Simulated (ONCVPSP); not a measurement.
# Pseudopotential generation for B: ONCV, PBE

Task: generate the file, and judge it by its errors in other configurations, its logarithmic derivatives, its ghosts and its cutoff.

The numbers are computed with ONCVPSP 4.0.1.1 (patched build) (PBE, scalar-relativistic, spin-unpolarised reference atom).

## Step 1: Starting point

Typed settings, in words:

| Quantity | Value |
| --- | --- |
| element | boron (B, Z = 5) |
| type | optimised norm-conserving Vanderbilt (ONCV) |
| frozen core | [He] |
| valence charge | 3 |
| reference configuration | 2s2 2p1 |
| partial waves | 2s: rc 1.60 bohr, ncon 5, nbas 10, qcut 3.4 1/bohr, 2 projectors, debl 3.7 Ha; 2p: rc 4.00 bohr, ncon 4, nbas 9, qcut 4.3 1/bohr, 2 projectors, debl 3.1 Ha; d scattering state at 0.05 Ha: rc 3.55 bohr, ncon 3, nbas 6, qcut 2.9 1/bohr, 2 projectors, debl 2.5 Ha |
| local potential | polynomial inside 1.40 bohr (lpopt 3, dvloc0 3 Ha) |
| core correction | polynomial model core, fcfact 0.75 |

The outer shells as boxes (Hund's rule for the drawing; the calculation is spin-unpolarised):

```
[He] core
2s [↑↓]
2p [↑ ][  ][  ]
```

The nodes and maxima of the atom's own shells, from an earlier all-electron run, set the scale for the radii.

All-electron outer shells of the reference configuration (PBE, scalar-relativistic, ld1.x):

| shell | level (eV) | outermost node (bohr) | outermost maximum (bohr) |
| --- | --- | --- | --- |
| 1s | -180.59 | – | 0.21 |
| 2s | -9.44 | 0.46 | 1.52 |
| 2p | -3.61 | – | 1.57 |

## Step 2: Generation

The input, B.dat:

```
# ATOM AND REFERENCE CONFIGURATION
# atsym  z   nc   nv     iexc    psfile
  B 5.00    1    2        4      upf
#
#   n    l    f
    1    0    2.00
    2    0    2.00
    2    1    1.00
#
# PSEUDOPOTENTIAL AND OPTIMIZATION
# lmax
    2
#
#   l,   rc,      ep,       ncon, nbas, qcut
    0    1.60    0.00    5   10    3.40
    1    4.00    0.00    4    9    4.30
    2    3.55    0.05    3    6    2.90
#
# LOCAL POTENTIAL
# lloc, lpopt,  rc(5),   dvloc0
    4    3    1.40    3.00
#
# VANDERBILT-KLEINMAN-BYLANDER PROJECTORs
# l, nproj, debl
    0    2    3.70
    1    2    3.10
    2    2    2.50
#
# MODEL CORE CHARGE
# icmod, fcfact, rcfact
    1    0.75    0.00
#
# LOG DERIVATIVE ANALYSIS
# epsh1, epsh2, depsh
   -2.00    5.00    0.02
#
# OUTPUT GRID
# rlmax, drl
    6.00    0.01
#
# TEST CONFIGURATIONS
# ncnf
    4
# nvcnf
#   n    l    f
    2
    2    0    2.00
    2    1    0.00
#
    2
    2    0    1.00
    2    1    0.00
#
    2
    2    0    2.00
    2    1    0.50
#
    2
    2    0    0.00
    2    1    3.00
#
```

Started as:

```console
$ oncvpsp.x < B.dat > B.out
```

Q: Predict the outcome of this session. Wanted: cutoffs for 1 and 0.1 mHa per electron, occupied waves; bound ghosts; GHOST(+) flags; largest test error; largest phase difference near zero energy, channels read; rms error of d²Exc/dn², without and with the model core.

**Answer**, as computed:

| quantity | value |
| --- | --- |
| cutoffs for 1 and 0.1 mHa per electron, occupied waves | 32 Ha and 105 Ha |
| bound ghosts | none found |
| GHOST(+) flags | none at low energy |
| largest test error (AE − PS) | +539 meV, for 2s1 2p0 |
| largest phase difference near zero energy, channels read | 1.893 rad |
| rms error of d²Exc/dn², without and with the model core | 1.27 and 1.33 mHa |

In words: The worst unpolarised test, 2s1 2p0, is off by 539 meV on 33.6 eV; by total energies transferability rates as poor. The potential is of middling hardness: the looser tolerance needs 32 Ha. The tighter tolerance needs 105 Ha, and converged work needs a cutoff nearer that. The 2s wave sets it; 2p needs 5 Ha. It is free of bound ghosts as far as tested. Of the channels read, p scatters worst near zero energy, by up to 1.89 rad. All of this concerns the isolated atom, not yet a solid.
